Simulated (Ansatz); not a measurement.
# H6SSiSn: small, medium and large basis sets

One table from this session's results is given with a row withheld; the runs are named, their logs left out.

Program: Ansatz 0.2.0, Gaussian basis. Level of theory: one geometry, several basis sets. These are calculated values, not measurements.

Levels to be run: PBE0-D4/def2-SVP; ωB97M-V/def2-SVP; PBE0-D4/def2-QZVPP; ωB97M-V/def2-QZVPP; the functionals' def2-TZVPP values are taken from earlier runs.

### The geometry

All runs share one geometry, relaxed beforehand with PBE0-D4 in a triple-zeta def2 set. Sn takes the def2 core potential; no spin-orbit term is included.

SMILES `S[SiH2][SnH3]`, 9 atoms, charge 0, spin multiplicity 1.

Atoms are counted from 1 here; the program's logs count them from 0.

Bond lengths: S1–Si2 2.145 Å, S1–H4 1.344 Å, Si2–Sn3 2.564 Å, Si2–H5 1.488 Å, Si2–H6 1.485 Å, Sn3–H7 1.709 Å, Sn3–H8 1.709 Å, Sn3–H9 1.706 Å. Angles: Si2–S1–H4 95.0°, S1–Si2–Sn3 111.0°, S1–Si2–H5 111.4°, S1–Si2–H6 104.1°, Sn3–Si2–H5 110.6°, Sn3–Si2–H6 111.1°, H5–Si2–H6 108.4°, Si2–Sn3–H7 109.1°, Si2–Sn3–H8 111.9°, Si2–Sn3–H9 110.4°, H7–Sn3–H8 108.3°, H7–Sn3–H9 108.4°, H8–Sn3–H9 108.7°.

The first run:

Input file in.yaml:

```yaml
crystal:
  periodic: [false, false, false]
  atoms:
    - {symbol: S, position_ang: [-2.301981, 0.703844, -0.721499]}
    - {symbol: Si, position_ang: [-0.273865, 1.130048, -0.169413]}
    - {symbol: Sn, position_ang: [0.941848, -0.998608, 0.581008]}
    - {symbol: H, position_ang: [-1.983867, -0.254374, -1.608433]}
    - {symbol: H, position_ang: [0.463992, 1.791097, -1.280221]}
    - {symbol: H, position_ang: [-0.399459, 2.096559, 0.951454]}
    - {symbol: H, position_ang: [0.779429, -2.191489, -0.632489]}
    - {symbol: H, position_ang: [2.607780, -0.722591, 0.840958]}
    - {symbol: H, position_ang: [0.254724, -1.600787, 2.021436]}
basis:
  gaussian: {orbitals: def2-SVP}
hamiltonian: {xc: pbe0, dispersion: d4}
output: {orbitals: {seedname: orbitals}}
```

Command:

```
$ ansatz run in.yaml --threads 2 --pin off --events-out ev --progress --plain --max-ram 4352MiB
```

Steps of the session up to this table: PBE0-D4 in def2-SVP; ωB97M-V in def2-SVP; PBE0-D4 in def2-QZVPP; ωB97M-V in def2-QZVPP.

One of the session's tables, all rows but one given; the rest of the session is left out.

```
functional       basis  HOMO (eV)
   PBE0-D4    def2-SVP      -7.14
   PBE0-D4  def2-TZVPP      -7.23
   PBE0-D4  def2-QZVPP      -7.25
   ωB97M-V    def2-SVP          ?
   ωB97M-V  def2-TZVPP      -9.28
   ωB97M-V  def2-QZVPP      -9.30
```

Estimate the missing values for ωB97M-V, def2-SVP.

**Answer.** HOMO (eV): -9.15. In the column «HOMO (eV)» it lies between ωB97M-V, def2-TZVPP (-9.28) and PBE0-D4, def2-QZVPP (-7.25).
